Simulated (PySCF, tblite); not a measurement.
**C₅H₆N₄: geometry, infrared bands and NMR shifts**

Wanted: the infrared bands and NMR shifts of C₅H₆N₄ (`CCn1ncc(C#N)n1`), by calculation.

The runs use tblite 0.8.0 and PySCF 2.14.0, with density-fitted response routines of our own; the level of theory stands in each step. All values are computed, except where a source is named. Atoms are numbered from 0 throughout.

## (1) The starting structure

15 atoms, charge 0, multiplicity 1; geometry from: force field or distance geometry start.

Bonds of the start (Å): C0–C1 1.51, C1–N2 1.46, N2–N3 1.36, N3–C4 1.34, C4–C5 1.39, C5–C6 1.43, C6–N7 1.17, C5–N8 1.33, N8–N2 1.35, C0–H9 1.10, C0–H10 1.10, C0–H11 1.11, C1–H12 1.08, C1–H13 1.10, C4–H14 1.09.

## (2) Geometry optimisation with GFN2-xTB

What the job is given:

```
{"job": {"kind": "relax", "xc": "GFN2-xTB", "basis": "xTB"}, "charge": 0, "multiplicity": 1}
C     -2.302400     0.155300     0.507500
C     -1.424800    -0.628600    -0.440800
N     -0.031900    -0.192700    -0.371500
N      0.411600     0.797000    -1.196500
C      1.688800     0.883000    -0.795500
C      1.941500    -0.036800     0.218700
C      3.170300    -0.267200     0.914900
N      4.188900    -0.427600     1.468300
N      0.838400    -0.732800     0.501900
H     -1.982000     0.056100     1.551200
H     -2.304000     1.222300     0.255700
H     -3.347200    -0.201900     0.446000
H     -1.764800    -0.528200    -1.457100
H     -1.431600    -1.698900    -0.178300
H      2.344900     1.609200    -1.273800
```

Run with:

```
> OMP_NUM_THREADS=1 python probes_run.py task.json out
```

The driver reads the jobs from task.json and runs them one after another.

**Question.** This job is followed by: GFN2-xTB harmonic vibrations, gas phase; GIAO PBE0/pcSseg-1 NMR shielding, non-relativistic, gas phase. What will the session give for the following? strongest single infrared mode (GFN2-xTB); zero-point energy (GFN2-xTB); 13C shifts against TMS (PBE0/pcSseg-1); 1H shifts against TMS (PBE0/pcSseg-1, means over atoms taken as alike); 15N shifts against NH3 (PBE0/pcSseg-1).

As calculated:

```
                                                              quantity                                value
                             strongest single infrared mode (GFN2-xTB)                2384 cm⁻¹, 226 km/mol
                                          zero-point energy (GFN2-xTB)                        70.2 kcal/mol
                                13C shifts against TMS (PBE0/pcSseg-1)  146.5, 127.1, 117.4, 52.2, 19.4 ppm
1H shifts against TMS (PBE0/pcSseg-1, means over atoms taken as alike)                 7.98, 4.58, 1.53 ppm
                                15N shifts against NH3 (PBE0/pcSseg-1)       376.0, 363.4, 327.5, 289.0 ppm
```

What this shows: Relaxing lowered the energy by 0.318 eV in 38 steps; the close pair that moved most is N2–N3, from 1.363 to 1.312 Å. All 39 modes are real, so the xTB geometry is a minimum. The strongest single mode, at 2384 cm⁻¹, moves mainly C6 and N7. Unscaled tight-binding wavenumbers are off by several per cent, some by more. Its intensities can rank the bands wrongly. At PBE0/pcSseg-1: The largest span, 536 ppm, is at N8, where the paramagnetic term is -433 ppm. NICS(1)zz of -33 ppm above the planar ring from N2 marks a diatropic (aromatic) ring current.
